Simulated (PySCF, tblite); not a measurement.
**C₄H₇BO₃S: geometry, infrared bands and NMR shifts**

What infrared bands and NMR shifts should C₄H₇BO₃S (`C[S@](=O)/C=C1\COBO1`) show?

Programs: tblite 0.8.0 and PySCF 2.14.0, with density-fitted response routines of our own. Each step states its level of theory. These are calculated values for one molecule in the gas phase, unless marked as measured. Atoms count from 0, in the outputs and in this text.

### Step 1. The molecule as given

16 atoms, charge 0, multiplicity 1; geometry from: force field or distance geometry start.

Bonds of the start (Å): C0–S1 1.82, S1–O2 1.51, S1–C3 1.76, C3–C4 1.32, C4–C5 1.48, C5–O6 1.39, O6–B7 1.45, B7–O8 1.48, O8–C4 1.41, C0–H9 1.09, C0–H10 1.09, C0–H11 1.12, C3–H12 1.07, C5–H13 1.11, C5–H14 1.10, B7–H15 1.19.

### Step 2. Geometry optimisation with GFN2-xTB

The job: settings as JSON, then the geometry in Å.

```
{"job": {"kind": "relax", "xc": "GFN2-xTB", "basis": "xTB"}, "charge": 0, "multiplicity": 1}
C      2.472100    -0.434600     0.062700
S      1.635200     1.159700     0.292300
O      1.347400     1.444400     1.750200
C      0.240200     1.328500    -0.773100
C     -0.794800     0.524800    -0.578100
C     -0.934100    -0.536000     0.446200
O     -2.277400    -0.413600     0.788500
B     -2.888500    -0.404600    -0.529300
O     -1.996800     0.481100    -1.309600
H      2.735500    -0.800500     1.056700
H      3.310700    -0.244600    -0.605100
H      1.704600    -1.082900    -0.435100
H      0.184600     2.052800    -1.558000
H     -0.258700    -0.361500     1.312600
H     -0.769400    -1.522300    -0.016400
H     -3.718100    -1.181700    -0.874400
```

Command:

```bash
$ OMP_NUM_THREADS=1 python probes_run.py task.json out
```

The driver reads the jobs from task.json and runs them one after another.

Log:

```text
step      E/eV     max force
  0    -783.06717    5.237
  1    -783.76769    2.843
  2    -784.10105    1.470
  3    -784.23751    1.365
  4    -784.33914    1.115
  5    -784.42622    1.068
  6    -784.57738    1.125
  7    -784.68748    1.224
  8    -784.84594    0.981
  9    -784.94949    0.889
 10    -785.03958    0.718
 11    -785.07798    0.470
 12    -785.11662    0.365
 13    -785.14339    0.366
 14    -785.16615    0.357
 15    -785.18202    0.287
 16    -785.19202    0.248
 17    -785.19810    0.210
 18    -785.20269    0.190
 19    -785.20648    0.156
 20    -785.21019    0.119
 21    -785.21262    0.130
 22    -785.21529    0.146
 23    -785.21785    0.150
 24    -785.22104    0.131
 25    -785.22464    0.151
 26    -785.22827    0.137
 27    -785.23133    0.137
 28    -785.23419    0.130
 29    -785.23737    0.154
 30    -785.24102    0.170
 31    -785.24520    0.172
 32    -785.25020    0.215
 33    -785.25629    0.238
 34    -785.26298    0.227
 35    -785.26906    0.175
 36    -785.27395    0.178
 37    -785.27819    0.182
 38    -785.28204    0.173
 39    -785.28529    0.152
 40    -785.28783    0.100
 41    -785.28987    0.109
 42    -785.29176    0.145
 43    -785.29367    0.194
 44    -785.29620    0.180
 45    -785.30008    0.153
 46    -785.30187    0.187
 47    -785.30356    0.114
 48    -785.30542    0.106
 49    -785.30769    0.115
 50    -785.30940    0.121
 51    -785.31166    0.109
 52    -785.31400    0.110
 53    -785.31608    0.117
 54    -785.31759    0.080
 55    -785.31846    0.081
 56    -785.31916    0.067
 57    -785.31988    0.073
 58    -785.32058    0.060
 59    -785.32089    0.038
 60    -785.32106    0.036
 61    -785.32122    0.034
 62    -785.32148    0.053
 63    -785.32186    0.054
 64    -785.32238    0.063
 65    -785.32300    0.068
 66    -785.32376    0.079
 67    -785.32465    0.085
 68    -785.32565    0.102
 69    -785.32641    0.147
 70    -785.32764    0.130
 71    -785.32887    0.085
 72    -785.33006    0.081
 73    -785.33062    0.068
 74    -785.33118    0.067
 75    -785.33188    0.084
 76    -785.33280    0.091
 77    -785.33450    0.093
 78    -785.33603    0.108
 79    -785.33735    0.103
 80    -785.33836    0.165
 81    -785.33979    0.147
 82    -785.34189    0.086
 83    -785.34475    0.110
 84    -785.34565    0.118
 85    -785.34700    0.092
 86    -785.34778    0.101
 87    -785.34846    0.067
 88    -785.34884    0.045
 89    -785.34915    0.053
 90    -785.34944    0.044
 91    -785.34977    0.046
 92    -785.35010    0.051
 93    -785.35041    0.050
 94    -785.35067    0.036
 95    -785.35086    0.050
 96    -785.35105    0.042
 97    -785.35121    0.039
 98    -785.35135    0.024
 99    -785.35139    0.011
100    -785.35140    0.009
```

Wall time 1.9 s (1 thread of Intel Xeon at 2.70GHz, shared host); peak memory 0.18 GiB.

Along the way: (not every step is listed)

```
step  energy from step 0 (eV)  largest force (eV/Å)
   0                   0.0000                5.2367
   1                  -0.7005                2.8426
   2                  -1.0339                1.4695
   3                  -1.1703                1.3655
   4                  -1.2720                1.1153
   5                  -1.3590                1.0681
   6                  -1.5102                1.1250
   7                  -1.6203                1.2236
   8                  -1.7788                0.9808
  16                  -2.1248                0.2484
  24                  -2.1539                0.1306
  32                  -2.1830                0.2145
  40                  -2.2207                0.0996
  48                  -2.2382                0.1058
  56                  -2.2520                0.0666
  64                  -2.2552                0.0630
  72                  -2.2629                0.0806
  80                  -2.2712                0.1653
  88                  -2.2817                0.0448
  95                  -2.2837                0.0500
  96                  -2.2839                0.0420
  97                  -2.2840                0.0387
  98                  -2.2842                0.0239
  99                  -2.2842                0.0106
 100                  -2.2842                0.0086
```

Close pairs (by a distance rule), those that changed most:

```
  bond  before (Å)  after (Å)  change (Å)
 O6–B7       1.453      1.345      -0.108
 B7–O8       1.479      1.379      -0.101
 S1–O2       1.513      1.464      -0.049
 C4–O8       1.408      1.361      -0.047
 C0–S1       1.815      1.856      +0.041
 S1–C3       1.763      1.802      +0.038
C0–H11       1.121      1.084      -0.038
B7–H15       1.188      1.159      -0.029
```

The end geometry stands in the next job.

### Step 3. Harmonic vibrations with GFN2-xTB

The job: settings as JSON, then the geometry in Å.

```
{"job": {"kind": "ir", "xc": "GFN2-xTB", "basis": "xTB"}, "charge": 0, "multiplicity": 1}
C      2.715437    -0.212456    -0.244817
S      1.665057     1.089674     0.558766
O      1.167420     0.495759     1.800832
C      0.337732     0.971908    -0.653609
C     -0.817819     0.363422    -0.413579
C     -1.251140    -0.414099     0.805167
O     -2.576448    -0.808770     0.501948
B     -2.886637    -0.353490    -0.724936
O     -1.847861     0.345313    -1.302709
H      3.593800    -0.357270     0.375377
H      3.001954     0.142489    -1.227487
H      2.153088    -1.136142    -0.313721
H      0.508756     1.513705    -1.567352
H     -1.232147     0.192124     1.715337
H     -0.635287    -1.302185     0.976223
H     -3.903505    -0.521038    -1.255354
```

Log:

```text
mode    cm-1     km/mol
  1      38.8      3.51
  2      92.7      2.69
  3     135.4      0.92
  4     158.9      3.07
  5     164.6      0.87
  6     265.0      1.80
  7     289.8      0.04
  8     348.0     20.01
  9     380.2      3.25
 10     447.7     50.77
 11     517.1      5.39
 12     646.7     22.21
 13     660.5     39.90
 14     735.8     10.36
 15     760.6     23.93
 16     762.6     59.90
 17     767.2     75.07
 18     865.8      5.64
 19     876.8     46.10
 20     880.5     41.74
 21     928.3     13.21
 22     963.8      0.23
 23    1015.2      0.21
 24    1091.5    116.42
 25    1111.8    241.39
 26    1126.9     71.55
 27    1135.4    282.27
 28    1164.8     69.88
 29    1238.7    108.74
 30    1273.3     89.40
 31    1278.0     29.02
 32    1430.5     17.93
 33    1435.8      5.00
 34    1449.5      7.56
 35    1695.9    196.42
 36    2757.5    103.92
 37    2932.2      6.29
 38    2959.9      4.07
 39    3057.5      1.12
 40    3069.5      5.08
 41    3079.8      8.55
 42    3118.4      7.83
```

Run time: 1.4 s. Hardware: 1 thread of Intel Xeon at 2.70GHz, shared host; peak memory 0.18 GiB.

Which atoms move in the most intense modes:

```
cm⁻¹  km/mol                                 atoms
 767    75.1                     H15 65 %, B7 32 %
1092   116.4   B7 24 %, O6 16 %, H12 14 %, O8 12 %
1112   241.4   O8 25 %, C4 20 %, B7 17 %, H12 10 %
1135   282.3            O2 44 %, S1 24 %, H14 13 %
1239   108.7            C4 33 %, H12 21 %, C5 16 %
1273    89.4  H14 22 %, H13 18 %, B7 15 %, O6 14 %
1696   196.4                      C4 60 %, C3 38 %
2758   103.9                              H15 91 %
```

### Step 4. Nuclear shieldings: PBE0/pcSseg-1

Same as in step 3 but for these lines:

```diff
@@ -1,2 +1,2 @@
-{"job": {"kind": "ir", "xc": "GFN2-xTB", "basis": "xTB"}, "charge": 0, "multiplicity": 1}
+{"job": {"kind": "nmr", "xc": "PBE0", "basis": "pcSseg-1"}, "charge": 0, "multiplicity": 1}
 C      2.715437    -0.212456    -0.244817
```

Method: GIAO PBE0/pcSseg-1 NMR shielding, non-relativistic, gas phase.

Log:

```text
coarse grid: 14656 points
cycle   1  E = -804.3934067803  dE =  1.840e+00  |g| = 1.106e+00  |ddm| = 3.920e+00
cycle   2  E = -803.7067891796  dE =  6.866e-01  |g| = 2.156e+00  |ddm| = 3.683e+00
cycle   3  E = -804.5881090810  dE = -8.813e-01  |g| = 3.687e-01  |ddm| = 3.144e+00
cycle   4  E = -804.6151304351  dE = -2.702e-02  |g| = 1.211e-01  |ddm| = 4.585e-01
cycle   5  E = -804.6178818405  dE = -2.751e-03  |g| = 3.260e-02  |ddm| = 1.087e-01
cycle   6  E = -804.6181030285  dE = -2.212e-04  |g| = 1.253e-02  |ddm| = 3.520e-02
cycle   7  E = -804.6181355970  dE = -3.257e-05  |g| = 3.130e-03  |ddm| = 1.190e-02
cycle   8  E = -804.6181373602  dE = -1.763e-06  |g| = 9.022e-04  |ddm| = 3.011e-03
final grid: 139016 points
cycle   9  E = -804.7042397260  dE = -3.039e-05  |g| = 1.447e-02  |ddm| = 3.462e-02
cycle  10  E = -804.7041748417  dE =  6.488e-05  |g| = 2.322e-02  |ddm| = 3.081e-02
cycle  11  E = -804.7042789038  dE = -1.041e-04  |g| = 3.190e-03  |ddm| = 2.215e-02
cycle  12  E = -804.7042809456  dE = -2.042e-06  |g| = 4.432e-04  |ddm| = 3.266e-03
cycle  13  E = -804.7042809792  dE = -3.358e-08  |g| = 1.586e-04  |ddm| = 4.670e-04
cycle  14  E = -804.7042809842  dE = -4.969e-09  |g| = 4.637e-05  |ddm| = 1.747e-04
cycle  15  E = -804.7042809846  dE = -4.814e-10  |g| = 1.442e-05  |ddm| = 5.435e-05
converged SCF energy = -804.7042809846

GIAO shielding tensors (ppm)
atom      isotropic    diamagn.    paramagn.     s11        s22        s33       span
  0 C      137.245     254.898    -117.653    109.320    120.231    182.184     72.864
  1 S      190.688    1053.281    -862.593     45.631    101.650    424.784    379.153
  2 O      301.607     402.258    -100.651     85.632    325.053    494.136    408.504
  3 C       73.554     266.623    -193.069      9.665     90.062    120.934    111.270
  4 C       18.702     256.965    -238.263    -77.392     38.971     94.527    171.919
  5 C      115.946     252.156    -136.210     92.489     99.476    155.874     63.384
  6 O      181.528     390.975    -209.447     20.578    241.638    282.369    261.791
  7 B       72.514     199.200    -126.686     52.115     77.454     87.972     35.857
  8 O      107.107     392.825    -285.717      7.160     62.980    251.181    244.021
  9 H       29.126      29.018       0.108     26.245     26.681     34.452      8.206
 10 H       29.821      30.646      -0.825     26.442     27.794     35.228      8.787
 11 H       29.105      32.597      -3.492     26.416     29.027     31.873      5.457
 12 H       26.333      33.450      -7.118     24.133     27.118     27.746      3.613
 13 H       25.921      30.479      -4.557     20.104     26.574     31.087     10.983
 14 H       26.329      31.854      -5.525     20.878     27.431     30.677      9.799
 15 H       27.439      29.109      -1.670     24.907     26.254     31.155      6.249
```

It took 74 s on 1 thread of Intel Xeon at 2.70GHz, shared host; peak memory 0.85 GiB.

Shifts follow as δ = σ(reference) − σ, with reference shieldings (ppm) from runs at the same level and on the same kind of geometry: 1H TMS 31.72, 13C TMS 186.9, 17O H2O 336.1, 11B BF3·OEt2 100.1, 33S CS2 504. The references are single molecules in the gas phase, so shifts against H2O, NH3, PH3, H3PO4 or CFCl3 are not on the usual liquid scales and can be off by tens of ppm. Atoms listed in one row are averaged.

```
       atoms                                                  environment  σ (ppm)  δ (ppm)  δ scaled to CDCl3
          C4                                 alkene carbon bearing oxygen     18.7    168.2              162.3
          C3                β carbon of an enol-ether or enamine type C=C     73.6    113.4              104.3
          C5                                  allylic sp3 CH2 bonded to O    115.9     71.0               67.4
          C0                                    methyl carbon bonded to S    137.2     49.7               42.2
         H13                   hydrogen on an allylic sp3 CH2 bonded to O    25.92     5.80               5.57
         H14                   hydrogen on an allylic sp3 CH2 bonded to O    26.33     5.39               5.19
         H12  hydrogen on a β carbon of an enol-ether or enamine type C=C    26.33     5.38               5.18
         H15      hydrogen on a boron bonded to 2 O, in a 5-membered ring    27.44     4.28                  –
H9, H10, H11                      hydrogen on a methyl carbon bonded to S    29.35     2.37               2.34
          S1                                             sulfoxide sulfur      191      313                  –
          O8                  oxygen bonded to C, B, in a 5-membered ring    107.1    229.0                  –
          O6                  oxygen bonded to C, B, in a 5-membered ring    181.5    154.6                  –
          O2                                                   S=O oxygen    301.6     34.5                  –
          B7                 boron bonded to 2 O, H, in a 5-membered ring     72.5     27.6                  –
```

The scaled column applies a straight-line fit of computed shieldings to shifts measured in CDCl3, with any fitted terms for Cl, Br or S neighbours (root-mean-square error 0.16 ppm for H, 1.9 ppm for C).

Charges from the same density, by scheme (e):

```
atoms  Mulliken    IAO  Hirshfeld  ESP fit
   C0     -0.39  -0.57      -0.13    -0.57
   S1      0.66   1.13       0.35     0.39
   O2     -0.63  -0.92      -0.34    -0.46
   C3     -0.35  -0.44      -0.12    -0.64
   C4      0.09   0.20       0.08     0.54
   C5      0.14  -0.09       0.00     0.26
   O6     -0.46  -0.39      -0.18    -0.57
   B7      0.48   0.38       0.23     0.67
   O8     -0.44  -0.36      -0.15    -0.54
```

Mayer bond orders: C0–S1 0.88, S1–O2 1.53, S1–C3 0.90, C3–C4 1.82, C4–C5 1.05, C5–O6 0.86, O6–B7 1.22, B7–O8 1.08, O8–C4 0.98.

Ring of atoms C4, C5, O6, B7, O8: NICS(0) -4.5, NICS(1) -3.1, NICS(1)zz -5.9 ppm (means of both faces).

### Step 5. Outcome

```
                                                              quantity                             value
                             strongest single infrared mode (GFN2-xTB)             1135 cm⁻¹, 282 km/mol
                                          zero-point energy (GFN2-xTB)                     70.2 kcal/mol
                                13C shifts against TMS (PBE0/pcSseg-1)      168.2, 113.4, 71.0, 49.7 ppm
1H shifts against TMS (PBE0/pcSseg-1, means over atoms taken as alike)  5.80, 5.39, 5.38, 4.28, 2.37 ppm
                                33S shifts against CS2 (PBE0/pcSseg-1)                           313 ppm
                                17O shifts against H2O (PBE0/pcSseg-1)            229.0, 154.6, 34.5 ppm
                           11B shifts against BF3·OEt2 (PBE0/pcSseg-1)                          27.6 ppm
```

In words: The optimisation took 100 steps and gained 2.284 eV; among the close pairs (by a distance rule), O6–B7 changed most, from 1.453 to 1.345 Å. All 42 modes are real, so the xTB geometry is a minimum. The strongest single mode, at 1135 cm⁻¹, is carried by O2, S1, H14. Unscaled tight-binding wavenumbers are off by several per cent, some by more. Its intensities can rank the bands wrongly. C4 (alkene carbon bearing oxygen) lies farthest downfield among carbon, at 168.2 ppm; an sp2 carbon further deshielded by the attached heteroatom. At PBE0/pcSseg-1: Shielding is most anisotropic at O2 (span 409 ppm, paramagnetic term -101 ppm).
